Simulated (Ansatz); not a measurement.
# AlNH4 + AsH3: a complex and its separated parts, part 2 of 3

Ansatz 0.2.0, Gaussian basis.

### Step 9. PBE0-D4/def2-TZVPP

The inputs:

parta/in.yaml

```yaml
crystal:
  periodic: [false, false, false]
  atoms:
    - {symbol: Al, position_ang: [0.291361, -0.497240, 1.319076]}
    - {symbol: N, position_ang: [1.534196, 0.702744, 0.951502]}
    - {symbol: H, position_ang: [0.573976, -2.002595, 0.917614]}
    - {symbol: H, position_ang: [-1.033088, 0.002201, 2.028672]}
    - {symbol: H, position_ang: [1.465125, 1.685827, 1.159625]}
    - {symbol: H, position_ang: [2.413866, 0.502322, 0.503677]}
basis:
  gaussian: {orbitals: def2-TZVPP}
hamiltonian: {xc: pbe0, dispersion: d4}
output: {orbitals: {seedname: orbitals}}
```

partb/in.yaml

```yaml
crystal:
  periodic: [false, false, false]
  atoms:
    - {symbol: H, position_ang: [-0.311593, -0.415293, -2.456314]}
    - {symbol: As, position_ang: [-1.061264, -0.214743, -1.147396]}
    - {symbol: H, position_ang: [-2.300385, -0.912515, -1.688864]}
    - {symbol: H, position_ang: [-1.572193, 1.149290, -1.587691]}
basis:
  gaussian: {orbitals: def2-TZVPP}
hamiltonian: {xc: pbe0, dispersion: d4}
output: {orbitals: {seedname: orbitals}}
```

Each run has its own folder and the same command.

Command:

```bash
$ ansatz run in.yaml --threads 4 --pin off --events-out ev --progress --plain --max-ram 9574MiB
```

Log of parta (excerpt; [...] marks lines left out):

```text
Functional definition: PBE0
  name "PBE0"
  cite "Adamo & Barone, J. Chem. Phys. 110, 6158 (1999) doi:10.1063/1.478522"
  cite "Perdew, Burke & Ernzerhof, Phys. Rev. Lett. 77, 3865 (1996) doi:10.1103/PhysRevLett.77.3865"
  parent pbe
[...]
691 factors; their error is unknown
[...]
mean field -8148.59735802 eV, -299.4554295897 hartree, gradient 2.4e-5 eV, S^2 0.000000; 0 other end points of the search recorded, 0 dependent functions left out
reference -8148.59738825 eV, -299.4554307005 hartree; 12, 12 occupied and 117, 117 virtual orbitals, 691 factors
Total energy: -8148.65026783 eV, -299.4573739894 hartree
```

partb printed (excerpt; [...] marks lines left out):

```text
[... 5 set-up lines as earlier in the session ...]
[...]
600 factors; their error is unknown
[...]
mean field -60882.36469160 eV, -2237.3856348675 hartree, gradient 3.1e-5 eV, S^2 0.000000; 0 other end points of the search recorded, 0 dependent functions left out
reference -60882.36471354 eV, -2237.3856356738 hartree; 18, 18 occupied and 72, 72 virtual orbitals, 600 factors
Total energy: -60882.39179485 eV, -2237.3866308932 hartree
```

They took 1.1 s (parta), 0.81 s (partb) on 4 threads of Intel Xeon at 2.50GHz, shared host.

### Step 10. B3LYP-D4/def2-TZVPP

The same edit goes into each in.yaml of step 9 (parta, partb):

```diff
-hamiltonian: {xc: pbe0, dispersion: d4}
-output: {orbitals: {seedname: orbitals}}
+hamiltonian: {xc: {name: B3LYP}, dispersion: d4}
```

The same command starts each run, in its folder.

Command:

```bash
$ ansatz run in.yaml --threads 4 --pin off --events-out ev --progress --plain --max-ram 9574MiB
```

parta printed (excerpt; [...] marks lines left out):

```text
Functional definition: B3LYP
  name "B3LYP"
  cite "Stephens, Devlin, Chabalowski & Frisch, J. Phys. Chem. 98, 11623 (1994) doi:10.1021/j100096a001"
[... 2 set-up lines as earlier in the session ...]
  cite "Vosko, Wilk & Nusair, Can. J. Phys. 58, 1200 (1980) doi:10.1139/p80-159"
[...]
684 factors; their error is unknown
[...]
mean field -8154.48899988 eV, -299.6719434345 hartree, gradient 8.7e-5 eV, S^2 0.000000; 0 other end points of the search recorded, 0 dependent functions left out
reference -8154.48923589 eV, -299.6719521076 hartree; 12, 12 occupied and 117, 117 virtual orbitals, 684 factors
Total energy: -8154.59275611 eV, -299.6757564056 hartree
```

Output in partb (excerpt; [...] marks lines left out):

```text
[... 6 set-up lines as earlier in the session ...]
[...]
593 factors; their error is unknown
[...]
mean field -60891.22396315 eV, -2237.7112070916 hartree, gradient 3.2e-5 eV, S^2 0.000000; 0 other end points of the search recorded, 0 dependent functions left out
reference -60891.22416195 eV, -2237.7112143975 hartree; 18, 18 occupied and 72, 72 virtual orbitals, 593 factors
Total energy: -60891.27848221 eV, -2237.7132106301 hartree
```

They took 1.1 s (parta), 0.81 s (partb) on 4 threads of Intel Xeon at 2.50GHz, shared host.

### Step 11. r2SCAN0-D4/def2-TZVPP

Each input of step 10 (parta, partb) changes in the same lines:

```diff
-hamiltonian: {xc: {name: B3LYP}, dispersion: d4}
+hamiltonian: {xc: {name: r2SCAN0}, dispersion: d4}
```

One command serves all of them, each in its own folder.

Command:

```bash
$ ansatz run in.yaml --threads 4 --pin off --events-out ev --progress --plain --max-ram 9574MiB
```

Output in parta (excerpt; [...] marks lines left out):

```text
Functional definition: r2SCAN0
  name "r2SCAN0"
  cite "Bursch, Neugebauer, Ehlert & Grimme, J. Chem. Phys. 156, 134105 (2022) doi:10.1063/5.0086040"
[... 3 set-up lines as earlier in the session ...]
[...]
691 factors; their error is unknown
[...]
mean field -8151.62877261 eV, -299.5668320209 hartree, gradient 1.3e-5 eV, S^2 0.000000; 0 other end points of the search recorded, 0 dependent functions left out
reference -8151.62878232 eV, -299.5668323779 hartree; 12, 12 occupied and 117, 117 virtual orbitals, 691 factors
Total energy: -8151.64589080 eV, -299.5674611030 hartree
```

Output in partb (excerpt; [...] marks lines left out):

```text
[... 6 set-up lines as earlier in the session ...]
[...]
600 factors; their error is unknown
[...]
mean field -60889.18230484 eV, -2237.6361775328 hartree, gradient 2.4e-5 eV, S^2 0.000000; 0 other end points of the search recorded, 0 dependent functions left out
reference -60889.18231104 eV, -2237.6361777608 hartree; 18, 18 occupied and 72, 72 virtual orbitals, 600 factors
Total energy: -60889.19079348 eV, -2237.6364894847 hartree
```

They took 1.8 s (parta), 1.3 s (partb) on 4 threads of Intel Xeon at 2.50GHz, shared host.

### Step 12. BHLYP-D4/def2-TZVPP

Each input of step 11 (parta, partb) changes in the same lines:

```diff
-hamiltonian: {xc: {name: r2SCAN0}, dispersion: d4}
+hamiltonian: {xc: {name: BHLYP}, dispersion: d4}
```

One command serves all of them, each in its own folder.

Command:

```bash
$ ansatz run in.yaml --threads 4 --pin off --events-out ev --progress --plain --max-ram 9574MiB
```

Output in parta (excerpt; [...] marks lines left out):

```text
Functional definition: BHLYP
  name "BHLYP"
  cite "Becke, J. Chem. Phys. 98, 1372 (1993) doi:10.1063/1.464304"
[... 2 set-up lines as earlier in the session ...]
[...]
710 factors; their error is unknown
[...]
mean field -8152.80584788 eV, -299.6100887393 hartree, gradient 1.6e-5 eV, S^2 0.000000; 0 other end points of the search recorded, 0 dependent functions left out
reference -8152.80600852 eV, -299.6100946427 hartree; 12, 12 occupied and 117, 117 virtual orbitals, 710 factors
Total energy: -8152.88457821 eV, -299.6129820255 hartree
```

Log of partb (excerpt; [...] marks lines left out):

```text
[... 5 set-up lines as earlier in the session ...]
[...]
635 factors; their error is unknown
[...]
mean field -60889.36594997 eV, -2237.6429263670 hartree, gradient 1.2e-5 eV, S^2 0.000000; 0 other end points of the search recorded, 0 dependent functions left out
reference -60889.36608511 eV, -2237.6429313331 hartree; 18, 18 occupied and 72, 72 virtual orbitals, 635 factors
Total energy: -60889.40465750 eV, -2237.6443488421 hartree
```

They took 1.3 s (parta), 0.76 s (partb) on 4 threads of Intel Xeon at 2.50GHz, shared host.

### Step 13. CAM-B3LYP-D4/def2-TZVPP

Each input of step 12 (parta, partb) changes in the same lines:

```diff
-hamiltonian: {xc: {name: BHLYP}, dispersion: d4}
+hamiltonian: {xc: {name: CAM-B3LYP}, dispersion: d4}
```

One command serves all of them, each in its own folder.

Command:

```bash
$ ansatz run in.yaml --threads 4 --pin off --events-out ev --progress --plain --max-ram 9574MiB
```

Log of parta (excerpt; [...] marks lines left out):

```text
Functional definition: CAM-B3LYP
  name "CAM-B3LYP"
  cite "Yanai, Tew & Handy, Chem. Phys. Lett. 393, 51 (2004) doi:10.1016/j.cplett.2004.06.011"
  cite "Iikura, Tsuneda, Yanai & Hirao, J. Chem. Phys. 115, 3540 (2001) doi:10.1063/1.1383587"
[... 2 set-up lines as earlier in the session ...]
[...]
  # Exact exchange under (alpha + beta erf(omega r))/r, Becke's under what is left of 1/r.
[...]
679 factors; their error is unknown
195 factors; integrals over basis functions are off by at most 1.5e-5 eV
[...]
mean field -8153.14895915 eV, -299.6226978461 hartree, gradient 1.9e-5 eV, S^2 0.000000; 0 other end points of the search recorded, 0 dependent functions left out
reference -8153.14907450 eV, -299.6227020848 hartree; 12, 12 occupied and 117, 117 virtual orbitals, 679 factors
Total energy: -8153.20225903 eV, -299.6246565805 hartree
```

Output in partb (excerpt; [...] marks lines left out):

```text
[... 6 set-up lines as earlier in the session ...]
[...]
  # Exact exchange under (alpha + beta erf(omega r))/r, Becke's under what is left of 1/r.
[...]
586 factors; their error is unknown
134 factors; integrals over basis functions are off by at most 9.8e-6 eV
[...]
mean field -60893.16892495 eV, -2237.7826831194 hartree, gradient 8.9e-6 eV, S^2 0.000000; 0 other end points of the search recorded, 0 dependent functions left out
reference -60893.16902200 eV, -2237.7826866859 hartree; 18, 18 occupied and 72, 72 virtual orbitals, 586 factors
Total energy: -60893.19589900 eV, -2237.7836743975 hartree
```

Times: 1.4 s (parta), 0.96 s (partb) on 4 threads of Intel Xeon at 2.50GHz, shared host.

### Step 14. wB97X-V/def2-TZVPP

The same edit goes into each in.yaml of step 13 (parta, partb):

```diff
-hamiltonian: {xc: {name: CAM-B3LYP}, dispersion: d4}
+hamiltonian: {xc: {name: wB97X-V}}
```

One command serves all of them, each in its own folder.

Command:

```bash
$ ansatz run in.yaml --threads 4 --pin off --events-out ev --progress --plain --max-ram 9574MiB
```

parta printed (excerpt; [...] marks lines left out):

```text
Functional definition: wB97X-V
  name "wB97X-V"
  cite "Mardirossian & Head-Gordon, Phys. Chem. Chem. Phys. 16, 9904 (2014) doi:10.1039/C3CP54374A"
[... 2 set-up lines as earlier in the session ...]
[...]
      + integral(e_c_pw_opposite_spin*poly(b97_u_opposite, cos0, cos1)) + vv10(b, c)
679 factors; their error is unknown
177 factors; integrals over basis functions are off by at most 1.4e-5 eV
[...]
mean field -8152.03339050 eV, -299.5817014540 hartree, gradient 2.3e-5 eV, S^2 0.000000; 0 other end points of the search recorded, 0 dependent functions left out
reference -8152.03338854 eV, -299.5817013821 hartree; 12, 12 occupied and 117, 117 virtual orbitals, 679 factors
Total energy: -8152.03338854 eV, -299.5817013821 hartree
```

Output in partb (excerpt; [...] marks lines left out):

```text
[... 5 set-up lines as earlier in the session ...]
[...]
      + integral(e_c_pw_opposite_spin*poly(b97_u_opposite, cos0, cos1)) + vv10(b, c)
586 factors; their error is unknown
123 factors; integrals over basis functions are off by at most 3.0e-5 eV
[...]
mean field -60884.22856078 eV, -2237.4541307963 hartree, gradient 3.0e-5 eV, S^2 0.000000; 0 other end points of the search recorded, 0 dependent functions left out
reference -60884.22855946 eV, -2237.4541307479 hartree; 18, 18 occupied and 72, 72 virtual orbitals, 586 factors
Total energy: -60884.22855946 eV, -2237.4541307479 hartree
```

They took 3.1 s (parta), 1.7 s (partb) on 4 threads of Intel Xeon at 2.50GHz, shared host.

### Step 15. wB97M-V/def2-TZVPP

The same edit goes into each in.yaml of step 14 (parta, partb):

```diff
-hamiltonian: {xc: {name: wB97X-V}}
+hamiltonian: {xc: {name: wB97M-V}}
```

Each run has its own folder and the same command.

Command:

```bash
$ ansatz run in.yaml --threads 4 --pin off --events-out ev --progress --plain --max-ram 9574MiB
```

Log of parta (excerpt; [...] marks lines left out):

```text
Functional definition: wB97M-V
  name "wB97M-V"
  cite "Mardirossian & Head-Gordon, J. Chem. Phys. 144, 214110 (2016) doi:10.1063/1.4952647"
[... 2 set-up lines as earlier in the session ...]
  # Of w^i u^j: cxij and so on, Table III.
[...]
  gx(w, u) = 1 - cx + cx01*u + cx10*w
[...]
      + integral(e_c_pw_mod_opposite_spin*gos(b97_w_opposite, b97_u_opposite)) + vv10(b, c)
663 factors; their error is unknown
177 factors; integrals over basis functions are off by at most 1.4e-5 eV
[...]
mean field -8152.31265182 eV, -299.5919641184 hartree, gradient 1.6e-5 eV, S^2 0.000000; 0 other end points of the search recorded, 0 dependent functions left out
reference -8152.31269940 eV, -299.5919658671 hartree; 12, 12 occupied and 117, 117 virtual orbitals, 663 factors
Total energy: -8152.31269940 eV, -299.5919658671 hartree
```

partb printed (excerpt; [...] marks lines left out):

```text
[... 5 set-up lines as earlier in the session ...]
  # Of w^i u^j: cxij and so on, Table III.
[...]
  gx(w, u) = 1 - cx + cx01*u + cx10*w
[...]
      + integral(e_c_pw_mod_opposite_spin*gos(b97_w_opposite, b97_u_opposite)) + vv10(b, c)
581 factors; their error is unknown
123 factors; integrals over basis functions are off by at most 3.0e-5 eV
[...]
mean field -60886.05493548 eV, -2237.5212488288 hartree, gradient 7.3e-6 eV, S^2 0.000000; 0 other end points of the search recorded, 0 dependent functions left out
reference -60886.05496741 eV, -2237.5212500019 hartree; 18, 18 occupied and 72, 72 virtual orbitals, 581 factors
Total energy: -60886.05496741 eV, -2237.5212500019 hartree
```

They took 2.8 s (parta), 1.9 s (partb) on 4 threads of Intel Xeon at 2.50GHz, shared host.

### Step 16. B2PLYP/def2-TZVPP

Each input of step 15 (parta, partb) changes in the same lines:

```diff
-hamiltonian: {xc: {name: wB97M-V}}
+hamiltonian: {xc: {name: B2PLYP}}
```

The same command starts each run, in its folder.

Command:

```bash
$ ansatz run in.yaml --threads 4 --pin off --events-out ev --progress --plain --max-ram 9574MiB
```

Log of parta (excerpt; [...] marks lines left out):

```text
Functional definition: B2PLYP
  name "B2PLYP"
  cite "Grimme, J. Chem. Phys. 124, 034108 (2006) doi:10.1063/1.2148954"
[... 2 set-up lines as earlier in the session ...]
[...]
747 factors; integrals over basis functions are off by at most 1.3e-3 eV
[...]
mean field -8146.49972686 eV, -299.3783430663 hartree, gradient 3.6e-6 eV, S^2 0.000000; 0 other end points of the search recorded, 0 dependent functions left out
6 core orbitals not correlated: weight in the atoms' cores, before any rotation towards them, 1.000 or more for the frozen orbitals, at most 0.000 for the correlated occupied ones
reference -8146.49987701 eV, -299.3783485842 hartree; 6, 6 occupied and 117, 117 virtual orbitals, 747 factors
second order -10.09402635 eV of doubles, -0.00000000 eV of singles
Total energy: -8149.22526413 eV, -299.4785047133 hartree
```

Output in partb (excerpt; [...] marks lines left out):

```text
[... 5 set-up lines as earlier in the session ...]
[...]
537 factors; integrals over basis functions are off by at most 9.1e-4 eV
[...]
mean field -60877.05027135 eV, -2237.1903335252 hartree, gradient 9.7e-7 eV, S^2 0.000000; 0 other end points of the search recorded, 0 dependent functions left out
9 core orbitals not correlated: weight in the atoms' cores, before any rotation towards them, 1.000 or more for the frozen orbitals, at most 0.000 for the correlated occupied ones
reference -60877.05039776 eV, -2237.1903381707 hartree; 9, 9 occupied and 72, 72 virtual orbitals, 537 factors
second order -9.43908649 eV of doubles, -0.00000000 eV of singles
Total energy: -60879.59895111 eV, -2237.2839957790 hartree
```

Times: 1.8 s (parta), 1.2 s (partb) on 4 threads of Intel Xeon at 2.50GHz, shared host.

[end of part 2 of 3]
